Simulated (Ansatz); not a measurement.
HfIn4SiO6:

```
Hf In Si O
1.0
     2.71585   -4.70357    0.00833
     2.71585    4.70357    0.00833
    -1.87915    0.00000    7.40127
Hf In Si O
1 4 1 6
Direct
  0.78835 0.21165 0.00000
  0.62175 0.37825 0.50000
  0.45502 0.54498 0.00000
  0.28407 0.71593 0.50000
  0.95814 0.04186 0.50000
  0.12168 0.87832 0.00000
  0.06219 0.11415 0.86666
  0.88585 0.93781 0.13334
  0.79490 0.53784 0.86663
  0.46216 0.20510 0.13337
  0.15352 0.62879 0.13333
  0.37121 0.84648 0.86667
```

The cell was built by a generator and needn't be a form met in nature.

Base run:

```yaml
Program: Ansatz 0.2.0
Functional: PBE
Potentials_or_basis: Ansatz PAW
Cutoff: "420 eV (not typed: the program's choice for these potentials)"
k_mesh: 6 × 6 × 4
Occupations: fermi-dirac, width 0.05 eV
Spin: no spin polarisation
Hubbard_terms: Hf d U = 6 eV
```

Its results: band gap on the k mesh none (metal or under the smearing width); pressure 1.6 GPa; largest force 0.317 eV/Å.

Q: After a change of settings the same cell gave: band gap on the k mesh none (metal or under the smearing width); pressure 2.2 GPa; largest force 0.448 eV/Å. Which change was it?
A. hubbard terms from Hf d U = 6 eV to none; hubbard projectors from ortho-atomic (the default) to none
B. hubbard terms from Hf d U = 6 eV to Hf d U = 2 eV
C. hubbard terms from Hf d U = 6 eV to Hf d U = 8 eV

A: C.

Caveats: U without spin polarisation on a metal has little footing.
